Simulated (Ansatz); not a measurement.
# NaTlPd2: one candidate structure

Where does NaTlPd2 go from the start given, MAX phase (211) type (P6_3/mmc, No. 194)?

Program: Ansatz 0.2.0. Level of theory: DFT r2SCAN, scalar-relativistic, plane waves, PAW. These are calculated values, not measurements.

## (1) Starting point

It takes space group P6_3/mmc (No. 194, hexagonal). Conventional cell: a = 3.290 Å, b = 3.290 Å, c = 14.724 Å, α = 90.00°, β = 90.00°, γ = 120.00°. Na (site symmetry -6m2) is surrounded by 6 Pd at 3.07 Å and 6 Na at 3.29 Å. Tl (site symmetry -3m) has 6 Pd at 2.28 Å in its first shell of neighbours. Pd (site symmetry 3m) is surrounded by 3 Tl at 2.28 Å.

Structure file:

```
CELL_PARAMETERS angstrom
3.28995 0.00000 0.00000
-1.64497 2.84918 0.00000
0.00000 0.00000 14.72425
ATOMIC_POSITIONS crystal
Na 0.33333 0.66667 0.75000
Na 0.66667 0.33333 0.25000
Tl 0.00000 0.00000 0.50000
Tl 0.00000 0.00000 0.00000
Pd 0.33333 0.66667 0.41400
Pd 0.66667 0.33333 0.91400
Pd 0.66667 0.33333 0.58600
Pd 0.33333 0.66667 0.08600
```

(A quick probe on a coarse mesh, which set the mesh and smearing, is not shown.)

## (3) Rough relaxation on the coarse mesh

File input.yaml:

```yaml
crystal:
  lattice:
    - [3.289949394, 0.0, 0.0]
    - [-1.644974697, 2.8491797523, 0.0]
    - [0.0, 0.0, 14.7242490361]
  atoms:
    - { symbol: Na, position: [0.3333333333, 0.6666666667, 0.75] }
    - { symbol: Na, position: [0.6666666667, 0.3333333333, 0.25] }
    - { symbol: Tl, position: [0.0, 0.0, 0.5] }
    - { symbol: Tl, position: [0.0, 0.0, 0.0] }
    - { symbol: Pd, position: [0.3333333333, 0.6666666667, 0.414] }
    - { symbol: Pd, position: [0.6666666667, 0.3333333333, 0.914] }
    - { symbol: Pd, position: [0.6666666667, 0.3333333333, 0.586] }
    - { symbol: Pd, position: [0.3333333333, 0.6666666667, 0.086] }
basis:
  ecutwfc: 500
kpoints:
  mp_grid: { grid: [6, 6, 2] }
hamiltonian:
  xc: r2scan
scf:
  occupations: { method: gaussian, width: 0.1 }
  lower_state_search: "off"
output:
  forces: true
  stress: true
  eigenvalues: true
relax:
  adjacent_minimum: "off"
  f_tol: 0.04
  max_steps: 70
  cell: { stress_tol: 0.4 }
```

Command:

```console
$ ansatz run input.yaml --threads 1 --pin off --max-ram 2560MiB --backend cpu --events-out ev --progress --plain --runs-dir out
```

Further runs follow: full relaxation.

What does the calculation give?

**Answer**, as computed:

Formation energies count from the elements, computed with the same settings in runs not shown here.

| quantity | value |
| --- | --- |
| cell | a = 3.218 Å, b = 3.218 Å, c = 17.494 Å, α = 90.00°, β = 90.00°, γ = 120.00° |
| space group | P6_3/mmc (No. 194) |
| volume | 19.61 Å³/atom |
| gap on the mesh | none (metal) |
| formation energy from the elements | -0.018 eV/atom |

What this shows: The space group stayed P6_3/mmc, and from the first guess the volume went from 17.25 to 19.61 Å³/atom. With -0.02 eV/atom it lies under the elements, which doesn't yet make it stable against other compounds of them. Spin-orbit coupling is left out for Tl.
